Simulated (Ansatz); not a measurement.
# CuNH2 (triplet): B2PLYP, RPA-PBE over vertical spin and charge gaps, def2-SVP

How well do these functionals follow the top wave-function level for CuNH2 (triplet) over vertical spin and charge gaps?

Computed with Ansatz 0.2.0, Gaussian basis. Level: def2-SVP, all electrons in the functionals, frozen cores in the correlation of double hybrids and RPA.

Plan: B2PLYP, RPA-PBE, at charge 0, triplet; charge 0, singlet; charge 0, quintet; charge 1, doublet; charge 1, quartet.

8 further runs of the same task are left out: 2 for a known fault of the program, 6 set aside as unsound or not needed.

## Step 1: The geometry

The geometry is a PBE0/def2-TZVP stationary point (not a proven minimum).

4 atoms, charge 0, spin multiplicity 3.

Atoms are counted from 1 here; the program's logs count them from 0.

Bond lengths: Cu1–N2 1.838 Å, N2–H3 1.017 Å, N2–H4 1.017 Å. Angles: Cu1–N2–H3 125.8°, Cu1–N2–H4 125.8°, H3–N2–H4 108.5°.

Coordinates:

```csv
atom,x (Å),y (Å),z (Å)
Cu1,0.00000,0.00000,0.38507
N2,0.00000,0.00000,-1.45244
H3,0.00000,0.82510,-2.04659
H4,0.00000,-0.82510,-2.04659
```

No dispersion term is added.

The geometry shown and the zero of energy belong to the point charge 0, triplet. The yardstick, UCCSD(T), and other wave-function levels (R restricted, U unrestricted, valence and pair active spaces) come from earlier runs.

## Step 2: B2PLYP, charge 0, triplet

Input file in.yaml:

```yaml
crystal:
  periodic: [false, false, false]
  atoms:
    - {symbol: Cu, position_ang: [0.000000, 0.000000, 0.385068]}
    - {symbol: N, position_ang: [0.000000, 0.000000, -1.452436]}
    - {symbol: H, position_ang: [0.000000, 0.825104, -2.046587]}
    - {symbol: H, position_ang: [0.000000, -0.825104, -2.046587]}
basis:
  gaussian: {orbitals: def2-SVP}
magnetization: {spin_polarized: true, initial_magnetization: 2}
hamiltonian: {xc: {name: B2PLYP}}
correlation: {electrons: outside_noble_gas}
```

Started as:

```bash
ansatz run in.yaml --threads 1 --pin off --events-out ev --progress --plain --max-ram 2816MiB --backend cpu
```

The log of the run:

```text
Functional definition: B2PLYP
  name "B2PLYP"
  cite "Grimme, J. Chem. Phys. 124, 034108 (2006) doi:10.1063/1.2148954"
  cite "Becke, Phys. Rev. A 38, 3098 (1988) doi:10.1103/PhysRevA.38.3098"
  cite "Lee, Yang & Parr, Phys. Rev. B 37, 785 (1988) doi:10.1103/PhysRevB.37.785"
  parameter a = 0.53
  parameter c = 0.27
  exchange = (1 - a)*b88_x + a*exact_x
  correlation = (1 - c)*lyp_c + c*(mp2_os + mp2_ss)
594 factors; integrals over basis functions are off by at most 8.5e-4 eV
mean field evaluation 1: about -46134.4127 eV, gradient 3.3e1 eV
mean field evaluation 2: about -46134.4908 eV, gradient 3.3e1 eV
mean field evaluation 4: about -46137.9187 eV, gradient 8.8e0 eV
mean field evaluation 8: about -46138.2913 eV, gradient 5.5e-1 eV
mean field evaluation 16: about -46138.3206 eV, gradient 5.1e-3 eV
mean field evaluation 32: about -46138.3140 eV, gradient 1.6e-1 eV
mean field -46138.32058444 eV, -1695.5520078014 hartree, gradient 3.6e-6 eV, S^2 2.017919; 6 other end points of the search recorded, 0 dependent functions left out
10 core orbitals not correlated: weight in the atoms' cores, before any rotation towards them, 1.000 or more for the frozen orbitals, at most 0.000 for the correlated occupied ones
reference -46138.32071703 eV, -1695.5520126738 hartree; 10, 8 occupied and 35, 37 virtual orbitals, 594 factors
second order -15.86678748 eV of doubles, -0.00000000 eV of singles
Total energy: -46142.60474965 eV, -1695.7094479688 hartree
```

Run time: 6.5 s. Hardware: 1 thread of AMD EPYC 7R13, shared host.

From the report: ⟨S²⟩ of the determinant 2.018 (pure triplet: 2.00).

## Step 3: B2PLYP, charge 0, singlet

in.yaml: that of step 2 with these lines changed.

```diff
@@ -9,3 +9,3 @@
   gaussian: {orbitals: def2-SVP}
-magnetization: {spin_polarized: true, initial_magnetization: 2}
+magnetization: {spin_polarized: true, initial_magnetization: 0}
 hamiltonian: {xc: {name: B2PLYP}}
```

The command is unchanged.

The log of the run (excerpt; [...] marks lines left out):

```text
Functional definition: B2PLYP
  name "B2PLYP"
  cite "Grimme, J. Chem. Phys. 124, 034108 (2006) doi:10.1063/1.2148954"
  cite "Becke, Phys. Rev. A 38, 3098 (1988) doi:10.1103/PhysRevA.38.3098"
  cite "Lee, Yang & Parr, Phys. Rev. B 37, 785 (1988) doi:10.1103/PhysRevB.37.785"
[...]
594 factors; integrals over basis functions are off by at most 8.5e-4 eV
[...]
mean field -46139.41086961 eV, -1695.5920750421 hartree, gradient 4.1e-6 eV, S^2 0.000000; 5 other end points of the search recorded, 0 dependent functions left out
10 core orbitals not correlated: weight in the atoms' cores, before any rotation towards them, 1.000 or more for the frozen orbitals, at most 0.000 for the correlated occupied ones
reference -46139.41099664 eV, -1695.5920797105 hartree; 9, 9 occupied and 36, 36 virtual orbitals, 594 factors
second order -16.32562029 eV of doubles, -0.00000000 eV of singles
Total energy: -46143.81891412 eV, -1695.7540676900 hartree
```

Wall time 4.6 s (1 thread of AMD EPYC 7R13, shared host).

From the report: ⟨S²⟩ of the determinant 0.000 (pure singlet: 0.00).

From charge 0, triplet: -1.214 eV.

## Step 4: B2PLYP, charge 0, quintet

in.yaml: that of step 3 with these lines changed.

```diff
@@ -9,3 +9,3 @@
   gaussian: {orbitals: def2-SVP}
-magnetization: {spin_polarized: true, initial_magnetization: 0}
+magnetization: {spin_polarized: true, initial_magnetization: 4}
 hamiltonian: {xc: {name: B2PLYP}}
```

The command is unchanged.

The log of the run (excerpt; [...] marks lines left out):

```text
Functional definition: B2PLYP
  name "B2PLYP"
  cite "Grimme, J. Chem. Phys. 124, 034108 (2006) doi:10.1063/1.2148954"
  cite "Becke, Phys. Rev. A 38, 3098 (1988) doi:10.1103/PhysRevA.38.3098"
  cite "Lee, Yang & Parr, Phys. Rev. B 37, 785 (1988) doi:10.1103/PhysRevB.37.785"
[...]
594 factors; integrals over basis functions are off by at most 8.5e-4 eV
[...]
mean field -46132.77951639 eV, -1695.3483773061 hartree, gradient 4.2e-7 eV, S^2 6.005252; 9 other end points of the search recorded, 0 dependent functions left out
10 core orbitals not correlated: weight in the atoms' cores, before any rotation towards them, 1.000 or more for the frozen orbitals, at most 0.000 for the correlated occupied ones
reference -46132.77965119 eV, -1695.3483822602 hartree; 11, 7 occupied and 34, 38 virtual orbitals, 594 factors
second order -11.51979898 eV of doubles, -0.00000000 eV of singles
Total energy: -46135.88999692 eV, -1695.4626853573 hartree
```

Wall time 15 s (1 thread of AMD EPYC 7R13, shared host).

From the report: ⟨S²⟩ of the determinant 6.005 (pure quintet: 6.00).

From charge 0, triplet: +6.715 eV.

## Step 5: B2PLYP, charge 1, doublet

in.yaml: that of step 4 with these lines changed.

```diff
@@ -9,3 +9,4 @@
   gaussian: {orbitals: def2-SVP}
-magnetization: {spin_polarized: true, initial_magnetization: 4}
+total_charge: 1
+magnetization: {spin_polarized: true, initial_magnetization: 1}
 hamiltonian: {xc: {name: B2PLYP}}
```

The command is unchanged.

The log of the run (excerpt; [...] marks lines left out):

```text
Functional definition: B2PLYP
  name "B2PLYP"
  cite "Grimme, J. Chem. Phys. 124, 034108 (2006) doi:10.1063/1.2148954"
  cite "Becke, Phys. Rev. A 38, 3098 (1988) doi:10.1103/PhysRevA.38.3098"
  cite "Lee, Yang & Parr, Phys. Rev. B 37, 785 (1988) doi:10.1103/PhysRevB.37.785"
[...]
594 factors; integrals over basis functions are off by at most 8.5e-4 eV
[...]
mean field -46132.92596624 eV, -1695.3537592391 hartree, gradient 8.1e-6 eV, S^2 0.757227; 0 other end points of the search recorded, 0 dependent functions left out
10 core orbitals not correlated: weight in the atoms' cores, before any rotation towards them, 1.000 or more for the frozen orbitals, at most 0.000 for the correlated occupied ones
reference -46132.92608401 eV, -1695.3537635668 hartree; 9, 8 occupied and 36, 37 virtual orbitals, 594 factors
second order -14.51466044 eV of doubles, -0.00000000 eV of singles
Total energy: -46136.84504232 eV, -1695.4977826286 hartree
```

Run time: 2.4 s. Hardware: 1 thread of AMD EPYC 7R13, shared host.

From the report: ⟨S²⟩ of the determinant 0.757 (pure doublet: 0.75).

From charge 0, triplet: +5.760 eV.

## Step 6: B2PLYP, charge 1, quartet

in.yaml: that of step 5 with these lines changed.

```diff
@@ -10,3 +10,3 @@
 total_charge: 1
-magnetization: {spin_polarized: true, initial_magnetization: 1}
+magnetization: {spin_polarized: true, initial_magnetization: 3}
 hamiltonian: {xc: {name: B2PLYP}}
```

The command is unchanged.

The log of the run (excerpt; [...] marks lines left out):

```text
Functional definition: B2PLYP
  name "B2PLYP"
  cite "Grimme, J. Chem. Phys. 124, 034108 (2006) doi:10.1063/1.2148954"
  cite "Becke, Phys. Rev. A 38, 3098 (1988) doi:10.1103/PhysRevA.38.3098"
  cite "Lee, Yang & Parr, Phys. Rev. B 37, 785 (1988) doi:10.1103/PhysRevB.37.785"
[...]
594 factors; integrals over basis functions are off by at most 8.5e-4 eV
[...]
mean field -46130.20715512 eV, -1695.2538447732 hartree, gradient 1.1e-6 eV, S^2 3.756182; 6 other end points of the search recorded, 0 dependent functions left out
10 core orbitals not correlated: weight in the atoms' cores, before any rotation towards them, 1.000 or more for the frozen orbitals, at most 0.000 for the correlated occupied ones
reference -46130.20729305 eV, -1695.2538498419 hartree; 10, 7 occupied and 35, 38 virtual orbitals, 594 factors
second order -11.21115630 eV of doubles, -0.00000000 eV of singles
Total energy: -46133.23430525 eV, -1695.3650904885 hartree
```

Wall time 4.5 s (1 thread of AMD EPYC 7R13, shared host).

From the report: ⟨S²⟩ of the determinant 3.756 (pure quartet: 3.75).

From charge 0, triplet: +9.370 eV.

## Step 7: RPA-PBE, charge 0, triplet

in.yaml: that of step 6 with these lines changed.

```diff
@@ -9,5 +9,4 @@
   gaussian: {orbitals: def2-SVP}
-total_charge: 1
-magnetization: {spin_polarized: true, initial_magnetization: 3}
-hamiltonian: {xc: {name: B2PLYP}}
-correlation: {electrons: outside_noble_gas}
+magnetization: {spin_polarized: true, initial_magnetization: 2}
+hamiltonian: {xc: {name: PBE}}
+correlation: {method: rpa, electrons: outside_noble_gas}
```

Same command.

The log of the run (excerpt; [...] marks lines left out):

```text
Functional definition: PBE
  name "PBE"
  cite "Perdew, Burke & Ernzerhof, Phys. Rev. Lett. 77, 3865 (1996) doi:10.1103/PhysRevLett.77.3865"
  parent pbe
[...]
594 factors; integrals over basis functions are off by at most 8.5e-4 eV
[...]
mean field -46145.01256358 eV, -1695.7979334986 hartree, gradient 2.9e-6 eV, S^2 2.003406; 12 other end points of the search recorded, 0 dependent functions left out
10 core orbitals not correlated: weight in the atoms' cores, before any rotation towards them, 1.000 or more for the frozen orbitals, at most 0.000 for the correlated occupied ones
reference -46100.27989210 eV, -1694.1540381427 hartree; 10, 8 occupied and 35, 37 virtual orbitals, 594 factors
Total energy: -46118.80326624 eV, -1694.8347595868 hartree
```

Wall time 11 s (1 thread of AMD EPYC 7R13, shared host).

From the report: ⟨S²⟩ of the determinant 2.003 (pure triplet: 2.00).

## Step 8: RPA-PBE, charge 0, singlet

in.yaml: that of step 7 with these lines changed.

```diff
@@ -9,3 +9,3 @@
   gaussian: {orbitals: def2-SVP}
-magnetization: {spin_polarized: true, initial_magnetization: 2}
+magnetization: {spin_polarized: true, initial_magnetization: 0}
 hamiltonian: {xc: {name: PBE}}
```

Same command.

The log of the run (excerpt; [...] marks lines left out):

```text
Functional definition: PBE
  name "PBE"
  cite "Perdew, Burke & Ernzerhof, Phys. Rev. Lett. 77, 3865 (1996) doi:10.1103/PhysRevLett.77.3865"
  parent pbe
[...]
594 factors; integrals over basis functions are off by at most 8.5e-4 eV
[...]
mean field -46145.91285329 eV, -1695.8310185352 hartree, gradient 2.7e-6 eV, S^2 0.000000; 13 other end points of the search recorded, 0 dependent functions left out
10 core orbitals not correlated: weight in the atoms' cores, before any rotation towards them, 1.000 or more for the frozen orbitals, at most 0.000 for the correlated occupied ones
reference -46101.33803591 eV, -1694.1929242103 hartree; 9, 9 occupied and 36, 36 virtual orbitals, 594 factors
Total energy: -46119.59349913 eV, -1694.8638001096 hartree
```

It took 12 s on 1 thread of AMD EPYC 7R13, shared host.

From the report: ⟨S²⟩ of the determinant 0.000 (pure singlet: 0.00).

From charge 0, triplet: -0.790 eV.

## Step 9: RPA-PBE, charge 0, quintet

in.yaml: that of step 8 with these lines changed.

```diff
@@ -9,3 +9,3 @@
   gaussian: {orbitals: def2-SVP}
-magnetization: {spin_polarized: true, initial_magnetization: 0}
+magnetization: {spin_polarized: true, initial_magnetization: 4}
 hamiltonian: {xc: {name: PBE}}
```

Launched as before.

The log of the run (excerpt; [...] marks lines left out):

```text
Functional definition: PBE
  name "PBE"
  cite "Perdew, Burke & Ernzerhof, Phys. Rev. Lett. 77, 3865 (1996) doi:10.1103/PhysRevLett.77.3865"
  parent pbe
[...]
594 factors; integrals over basis functions are off by at most 8.5e-4 eV
[...]
mean field -46138.11326421 eV, -1695.5443889232 hartree, gradient 6.9e-6 eV, S^2 6.002803; 10 other end points of the search recorded, 0 dependent functions left out
10 core orbitals not correlated: weight in the atoms' cores, before any rotation towards them, 1.000 or more for the frozen orbitals, at most 0.000 for the correlated occupied ones
reference -46095.04449524 eV, -1693.9616408568 hartree; 11, 7 occupied and 34, 38 virtual orbitals, 594 factors
Total energy: -46112.26465599 eV, -1694.5944700922 hartree
```

Wall time 18 s (1 thread of AMD EPYC 7R13, shared host).

From the report: ⟨S²⟩ of the determinant 6.003 (pure quintet: 6.00).

From charge 0, triplet: +6.539 eV.

## Step 10: RPA-PBE, charge 1, doublet

in.yaml: that of step 9 with these lines changed.

```diff
@@ -9,3 +9,4 @@
   gaussian: {orbitals: def2-SVP}
-magnetization: {spin_polarized: true, initial_magnetization: 4}
+total_charge: 1
+magnetization: {spin_polarized: true, initial_magnetization: 1}
 hamiltonian: {xc: {name: PBE}}
```

Same command.

The log of the run (excerpt; [...] marks lines left out):

```text
Functional definition: PBE
  name "PBE"
  cite "Perdew, Burke & Ernzerhof, Phys. Rev. Lett. 77, 3865 (1996) doi:10.1103/PhysRevLett.77.3865"
  parent pbe
[...]
594 factors; integrals over basis functions are off by at most 8.5e-4 eV
[...]
mean field -46138.78302458 eV, -1695.5690021629 hartree, gradient 5.7e-6 eV, S^2 0.753493; 10 other end points of the search recorded, 0 dependent functions left out
10 core orbitals not correlated: weight in the atoms' cores, before any rotation towards them, 1.000 or more for the frozen orbitals, at most 0.000 for the correlated occupied ones
reference -46095.49351387 eV, -1693.9781419870 hartree; 9, 8 occupied and 36, 37 virtual orbitals, 594 factors
Total energy: -46112.71202254 eV, -1694.6109105095 hartree
```

It took 10 s on 1 thread of AMD EPYC 7R13, shared host.

From the report: ⟨S²⟩ of the determinant 0.753 (pure doublet: 0.75).

From charge 0, triplet: +6.091 eV.

## Step 11: RPA-PBE, charge 1, quartet

in.yaml: that of step 10 with these lines changed.

```diff
@@ -10,3 +10,3 @@
 total_charge: 1
-magnetization: {spin_polarized: true, initial_magnetization: 1}
+magnetization: {spin_polarized: true, initial_magnetization: 3}
 hamiltonian: {xc: {name: PBE}}
```

Same command.

The log of the run (excerpt; [...] marks lines left out):

```text
Functional definition: PBE
  name "PBE"
  cite "Perdew, Burke & Ernzerhof, Phys. Rev. Lett. 77, 3865 (1996) doi:10.1103/PhysRevLett.77.3865"
  parent pbe
[...]
594 factors; integrals over basis functions are off by at most 8.5e-4 eV
[...]
mean field -46135.02488923 eV, -1695.4308932364 hartree, gradient 1.8e-6 eV, S^2 3.753280; 12 other end points of the search recorded, 0 dependent functions left out
10 core orbitals not correlated: weight in the atoms' cores, before any rotation towards them, 1.000 or more for the frozen orbitals, at most 0.000 for the correlated occupied ones
reference -46093.27273638 eV, -1693.8965299194 hartree; 10, 7 occupied and 35, 38 virtual orbitals, 594 factors
Total energy: -46109.35435973 eV, -1694.4875186772 hartree
```

Wall time 12 s (1 thread of AMD EPYC 7R13, shared host).

From the report: ⟨S²⟩ of the determinant 3.753 (pure quartet: 3.75).

From charge 0, triplet: +9.449 eV.

## Step 12: Against the wave-function levels

No level is safe as a reference over these points; UCCSD(T) serves as a yardstick only. It comes from earlier runs at the same points. Energies in eV, counted from charge 0, triplet; blanks weren't run or aren't comparable.

```csv
level,triplet to singlet,triplet to quintet,ionisation to the doublet cation,ionisation to the quartet cation
UCCSD(T),-1.280,6.078,5.333,8.708
B2PLYP,-1.214,6.715,5.760,9.370
RPA-PBE,-0.790,6.539,6.091,9.449
```

Largest miss and mean time a point (UCCSD(T) took 34 s a point; shared hosts):

```csv
level,largest miss (eV),where,time a point
B2PLYP,+0.662,ionisation to the quartet cation,6.6 s
RPA-PBE,+0.758,ionisation to the doublet cation,12 s
```

## Step 13: Results

```
                                  quantity                                         value
              triplet to singlet, UCCSD(T)                                     -1.280 eV
              triplet to quintet, UCCSD(T)                                      6.078 eV
ionisation to the doublet cation, UCCSD(T)                                      5.333 eV
ionisation to the quartet cation, UCCSD(T)                                      8.708 eV
                      largest miss, B2PLYP  +0.662 eV (ionisation to the quartet cation)
                     largest miss, RPA-PBE  +0.758 eV (ionisation to the doublet cation)
```

**Reading.** Of the functionals, B2PLYP keep the smallest largest miss at the points compared (at most 0.662 eV) and RPA-PBE strays most (0.758 eV, at ionisation to the doublet cation). Functionals and the yardstick converge differently with the basis, so part of each miss in def2-SVP is the basis. The yardstick itself may be off where one determinant is a poor start.
